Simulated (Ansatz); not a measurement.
**Ru: a line through an energy map**

The task here is to estimate one member of a computed series from the others.

Computed with Ansatz 0.2.0 (DFT PBE, scalar-relativistic, plane waves, PAW, unless a step's input says otherwise).

16 further runs of the same task are left out: 16 set aside as unsound or not needed.

### Starting point

The structure is hexagonal, space group P6_3/mmc (No. 194). Conventional cell: a = 2.720 Å, b = 2.720 Å, c = 4.297 Å, α = 90.00°, β = 90.00°, γ = 120.00°. Ru (site symmetry -6m2) has 12 Ru at 2.66 to 2.72 Å as nearest neighbours.

Coordinates:

```cif
data_structure
_symmetry_space_group_name_H-M 'P 1'
_symmetry_Int_Tables_number 1
_cell_length_a 2.7198
_cell_length_b 2.7198
_cell_length_c 4.2967
_cell_angle_alpha 90.000
_cell_angle_beta 90.000
_cell_angle_gamma 120.000
_cell_volume 27.53
loop_
_atom_site_label
_atom_site_type_symbol
_atom_site_fract_x
_atom_site_fract_y
_atom_site_fract_z
_atom_site_occupancy
Ru1 Ru 0.33333 0.66667 0.25000 1
Ru2 Ru 0.66667 0.33333 0.75000 1
```

This cell was relaxed beforehand with the same method: volume 13.76 Å³/atom, gap on the mesh none (metal).

### What is varied

The energy is mapped over volume and the cell's shape.

- volume per atom: 7 values from 12.11 to 15.41 Å³
- c/a of the conventional cell: 7 values from 1.317 to 1.895

Nothing else is relaxed (symmetry fixes all fractional coordinates). Energies count from the relaxed crystal. Points are written as (first, second).

Set-up of the first run:

Input file input.yaml:

```yaml
crystal:
  lattice:
    - [2.7138729439, 0.0, 0.0]
    - [-1.356936472, 2.3502829121, 0.0]
    - [0.0, 0.0, 3.7975224104]
  atoms:
    - { symbol: Ru, position: [0.3333333333, 0.6666666667, 0.25] }
    - { symbol: Ru, position: [0.6666666667, 0.3333333333, 0.75] }
basis:
  ecutwfc: 420
kpoints:
  mp_grid: { grid: [21, 21, 12] }
hamiltonian:
  xc: pbe
  pseudopotentials: { kind: paw, azcp: { folder: soft_1 } }
scf:
  occupations: { method: gaussian, width: 0.15 }
output:
  forces: true
  stress: true
  eigenvalues: true
```

The run is started by

```
$ ansatz run input.yaml --threads 1 --pin off --max-ram 2048MiB --backend cpu --events-out ev --progress --plain --runs-dir out
```

Steps of the session up to this table: The run at (12.11 Å³, 1.399); The run at (12.66 Å³, 1.399); Grid point (13.76 Å³, 1.399); Grid point (14.86 Å³, 1.399); Point (15.41 Å³, 1.399).

One table of the session follows, with a row left open; its other results are not shown here.

```
volume per atom (Å³)  energy (meV/atom)  slope (meV/atom per Å³)  pressure (GPa)
               12.11                498                     −396              63
               12.66                  ?                        ?               ?
               13.21                217                     −134              21
               13.76                170                      −41               7
               14.31                168                       33              −5
               14.86                203                       91             −15
               15.41                266                      137             −22
```

Q: Estimate the row for volume per atom (Å³) = 12.66 from the others.

Worked estimate for «energy (meV/atom)». A straight line through the neighbours (12.11, 498) and (13.21, 217) gives 498 + (217 − 498) × (12.66 − 12.11) / (13.21 − 12.11) = 358; a parabola fitted to 3 rows on both sides gives 326.

**Answer.** energy (meV/atom): 321; slope (meV/atom per Å³): −250; pressure (GPa): 40. In «energy (meV/atom)» the line misses by +37 and the parabola by +5.

Energies count from the relaxed crystal. Rows without a step come from runs not printed here or follow by symmetry. Slopes come from the forces (and the stress, where the cell changes), not from differences of energies.

In words: The lowest point of the line is at 14.31 Å³, 168 meV/atom from the zero. A fit to energies and slopes at the lowest point and its two neighbours puts the minimum at 14.052 Å³, with a curvature of about 130 meV/atom per (Å³)². V·d²E/dV² there is about 300 GPa, a bulk modulus under this line's constraint. The highest point computed, at 12.11 Å³, lies 329 meV/atom above the lowest. This is one cut through a surface in two coordinates; the map's lowest point lies off it.
